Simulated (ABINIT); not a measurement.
# RuAu (Pm-3m) in ABINIT: reference runs, part 2 of 2

ABINIT 10.8.3 (patched build).

## Step 3: Single point, PBE (atoms moved at random, drawn with an rms of 0.05 Å)

Input file run.abi:

```
# Pseudopotentials
pp_dirpath "./"
pseudos "Ru.GGA_PBE-JTH.xml, Au.GGA_PBE-JTH.xml"

# Structure
acell 5.9806241365 5.9806241365 5.9806241365
rprim
     1.0000000000     0.0000000000     0.0000000000
     0.0000000000     1.0000000000     0.0000000000
     0.0000000000     0.0000000000     1.0000000000
ntypat 2
znucl 44 79
natom 2
typat 1 2
xcart
     0.0274211617    -0.0171584106     0.0246401714
     2.9029650527     2.9841281029     2.9729204132
chkprim 0
chksymtnons 0
tolsym 1.0e-6

# Plane-wave basis
ecut 20.0
pawecutdg 40.0
pawxcdev 0

# k points
kptopt 1
ngkpt 8 8 8
nshiftk 1
shiftk 0.0 0.0 0.0

# Exchange and correlation
ixc 11

# Bands and occupations
nband 18
occopt 3
tsmear 0.05 eV

# SCF cycle
nstep 100
tolvrs 1.0e-9

# Output
iomode 3
prtwf 0
prtden 0
prteig 0
prtebands 0
enunit 1
```

Potentials or basis: JTH PAW PBE v2.0.

Run with:

```
> abinit run.abi > log 2>&1
```

run.abo:

```text
.Version 10.8.3 of ABINIT
 Symmetries : space group P1 (#  1); Bravais aP (primitive triclinic)
================================================================================
 Values of the parameters that define the memory need of the present run
     intxc =       0    ionmov =       0      iscf =      17    lmnmax =      18
     lnmax =       6     mgfft =      27  mpssoang =       3    mqgrid =    3001
     natom =       2  nloc_mem =       2    nspden =       1   nspinor =       1
    nsppol =       1      nsym =       1    n1xccc =       1    ntypat =       2
    occopt =       3   xclevel =       2
       mpw =         932          nfft =       19683          nkpt =         260
 PAW method is used; the additional fine FFT grid is defined by:
   mgfftf=        36    nfftf =     46656
================================================================================
================================================================================

--------------------------------------------------------------------------------
------------- Echo of variables that govern the present computation ------------
--------------------------------------------------------------------------------
 -outvars: echo values of preprocessed input variables --------
            acell      5.9806241365E+00  5.9806241365E+00  5.9806241365E+00 Bohr
              amu      1.01070000E+02  1.96966540E+02
          chkprim           0
      chksymtnons           0
             ecut      2.00000000E+01 Hartree
           enunit           1
                       outvar_i_n : Printing only first  50 k-points.
              ixc          11
                       outvar_i_n : Printing only first  50 k-points.
         kptrlatt        8    0    0      0    8    0      0    0    8
          kptrlen      4.78449931E+01
            natom           2
            nband          18
            ngfft          27      27      27
          ngfftdg          36      36      36
             nkpt         260
            nstep         100
             nsym           1
           ntypat           2
                       prtocc : prtvol=0, do not print more k-points.
           occopt           3
        pawecutdg      4.00000000E+01 Hartree
         pawxcdev           0
           prtden           0
        prtebands           0
           prteig           0
            prtwf           0
          spgroup           1
           tolsym      1.00000000E-06
           tolvrs      1.00000000E-09
           tsmear      1.83746611E-03 Hartree
            typat      1  2
           useylm           1
                       outvars : Printing only first  50 k-points.
           xangst      1.4510653858E-02 -9.0798398587E-03  1.3039017169E-02
                       1.5361829489E+00  1.5791325854E+00  1.5732017314E+00
            xcart      2.7421161700E-02 -1.7158410600E-02  2.4640171400E-02
                       2.9029650527E+00  2.9841281029E+00  2.9729204132E+00
             xred      4.5850000057E-03 -2.8689999920E-03  4.1199999929E-03
                       4.8539499999E-01  4.9896600000E-01  4.9709199999E-01
            znucl       44.00000   79.00000

================================================================================

 chkinp: Checking input parameters for consistency.

================================================================================
== DATASET  1 ==================================================================

--- !DatasetInfo
iteration_state: {dtset: 1, }
dimensions: {natom: 2, nkpt: 260, mband: 18, nsppol: 1, nspinor: 1, nspden: 1, mpw: 932, }
cutoff_energies: {ecut:  20.0, pawecutdg:  40.0, }
electrons: {nelect:   2.70000000E+01, charge:   0.00000000E+00, occopt:   3.00000000E+00, tsmear:   1.83746611E-03, }
meta: {optdriver: 0, ionmov: 0, optcell: 0, iscf: 17, paral_kgb: 0, }
...

 Exchange-correlation functional for the present dataset will be:
[... 90 lines left out ...]
fermie    :   3.72606720E-01
cartesian_stress_tensor: # hartree/bohr^3
- [ -2.74676542E-05,   2.28690872E-06,  -8.46899092E-06, ]
- [  2.28690872E-06,  -3.78682364E-05,   8.66603559E-07, ]
- [ -8.46899092E-06,   8.66603559E-07,  -3.66914383E-05, ]
pressure_GPa:   1.0006E+00
xred      :
- [  4.5850E-03,  -2.8690E-03,   4.1200E-03, Ru]
- [  4.8539E-01,   4.9897E-01,   4.9709E-01, Au]
cartesian_forces: # hartree/bohr
- [ -1.01142155E-02,   9.48983623E-04,  -3.73301274E-03, ]
- [  1.01142155E-02,  -9.48983623E-04,   3.73301274E-03, ]
force_length_stats: {min:   1.08228143E-02, max:   1.08228143E-02, mean:   1.08228143E-02, }
...

 Integrated electronic density in atomic spheres:
 ------------------------------------------------
 Atom  Sphere_radius  Integrated_density
    1        2.21047         13.59518141
    2        2.50870          9.60932614

================================================================================

 ----iterations are completed or convergence reached----

 Mean square residual over all n,k,spin=   97.524E-08; max=  87.634E-05
 reduced coordinates (array xred) for    2 atoms
       0.004585000006     -0.002868999992      0.004119999993
       0.485394999994      0.498966000001      0.497091999990
 rms dE/dt=  3.7371E-02; max dE/dt=  6.0234E-02; dE/dt below (all hartree)
    1       0.060234437890     -0.005502434551      0.022033376679
    2      -0.060744204733      0.005848594169     -0.022618115471

 cartesian coordinates (angstrom) at end:
    1      0.01451065385828    -0.00907983985868     0.01303901716878
    2      1.53618294889450     1.57913258539858     1.57320173142649

 cartesian forces (hartree/bohr) at end:
    1     -0.01011421549505     0.00094898362285    -0.00373301273669
    2      0.01011421549505    -0.00094898362285     0.00373301273669
 frms,max,avg= 6.2485547E-03 1.0114215E-02   4.262E-05 -2.894E-05  4.889E-05 h/b

 cartesian forces (eV/Angstrom) at end:
    1     -0.52009387200922     0.04879869992126    -0.19195923296615
    2      0.52009387200922    -0.04879869992126     0.19195923296615
 frms,max,avg= 3.2131360E-01 5.2009387E-01   2.192E-03 -1.488E-03  2.514E-03 e/A
 length scales=  5.980624136500  5.980624136500  5.980624136500 bohr
              =  3.164809997865  3.164809997865  3.164809997865 angstroms
 Fermi (or HOMO) energy (eV) =  10.13915   Average Vxc (eV)= -12.31147
 Eigenvalues (   eV  ) for nkpt= 260  k points:
 kpt#   1, nband= 18, wtk=  0.00195, kpt=  0.0000  0.0000  0.0000 (reduced coord)
 -62.40055  -32.35215  -32.35119  -32.34972    1.19105    3.56263    3.57655    5.80139
   5.82324    5.82427    8.96364    8.99052   10.65102   10.65165   10.67343   17.82073
  17.82495   17.85579
 prteigrs : prtvol=0 or 1, do not print more k-points.

--- !EnergyTerms
iteration_state     : {dtset: 1, }
comment             : Components of total free energy in Hartree
kinetic             :  2.07385744309865E+01
hartree             :  2.05439478704174E+01
xc                  : -6.91593097811516E+00
Ewald energy        : -1.13000948506535E+02
psp_core            :  8.50212671504954E+00
local_psp           : -6.85822455379629E+01
PAW spherical_terms :  8.91148961804667E+00
internal            : -1.29802986388113E+02
'-kT*entropy'       : -9.55644876237771E-04
total_energy        : -1.29803942032989E+02
total_energy_eV     : -3.53214520291060E+03
...

--- !EnergyTermsDC
iteration_state     : {dtset: 1, }
comment             : '"Double-counting" decomposition of free energy'
band_energy         : -7.20563027089220E+00
Ewald energy        : -1.13000948506535E+02
psp_core            :  8.50212671504954E+00
xc_dc               : -1.87918626080734E+01
PAW spherical_terms :  6.93360280774003E-01
internal            : -1.29802954389677E+02
'-kT*entropy'       : -9.55644876237771E-04
total_energy_dc     : -1.29803910034554E+02
total_energy_dc_eV  : -3.53214433218881E+03
...

--- !EnergyTermsWithPAWCore
iteration_state     : {dtset: 1, }
comment             : 'Components of total free energy, including PAW core contributions'
Total energy        : -2.35430347859469E+04
Total energy DC     : -2.35430347539485E+04
Total energy (eV)   : -6.40638612962969E+05
Total energy DC (eV): -6.40638612092247E+05
...

 Cartesian components of stress tensor (hartree/bohr^3)
  sigma(1 1)= -2.74676542E-05  sigma(3 2)=  8.66603559E-07
  sigma(2 2)= -3.78682364E-05  sigma(3 1)= -8.46899092E-06
  sigma(3 3)= -3.66914383E-05  sigma(2 1)=  2.28690872E-06

-Cartesian components of stress tensor (GPa)         [Pressure=  1.0006E+00 GPa]
- sigma(1 1)= -8.08126288E-01  sigma(3 2)=  2.54963570E-02
- sigma(2 2)= -1.11412198E+00  sigma(3 1)= -2.49166315E-01
- sigma(3 3)= -1.07949938E+00  sigma(2 1)=  6.72831776E-02

== END DATASET(S) ==============================================================
================================================================================

 -outvars: echo values of variables after computation  --------
            acell      5.9806241365E+00  5.9806241365E+00  5.9806241365E+00 Bohr
           etotal     -1.2980391003E+02
            fcart     -1.0114215495E-02  9.4898362285E-04 -3.7330127367E-03
                       1.0114215495E-02 -9.4898362285E-04  3.7330127367E-03
           strten     -2.7467654222E-05 -3.7868236434E-05 -3.6691438310E-05
                       8.6660355895E-07 -8.4689909203E-06  2.2869087240E-06
           xangst      1.4510653858E-02 -9.0798398587E-03  1.3039017169E-02
                       1.5361829489E+00  1.5791325854E+00  1.5732017314E+00
             xred      4.5850000057E-03 -2.8689999920E-03  4.1199999929E-03
                       4.8539499999E-01  4.9896600000E-01  4.9709199999E-01
 Calculation completed.
```

It took 3.9 min on 1 thread of Arm Neoverse V1, shared host; peak memory 0.22 GiB.

Results:

```yaml
Free_energy: -3532.1443 eV
Pressure: 1.0 GPa
Largest_force: 0.557 eV/Å
Band_gap_on_the_k_mesh: none (metal or under the smearing width)
Valence_electrons_inside_the_program's_atomic_spheres: Ru 13.60; Au 9.61
```

Forces on the atoms (eV/Å):
```
Ru  -0.520  0.049 -0.192
Au   0.520 -0.049  0.192
```

Spin-orbit coupling is left out, which matters for the levels of Au.
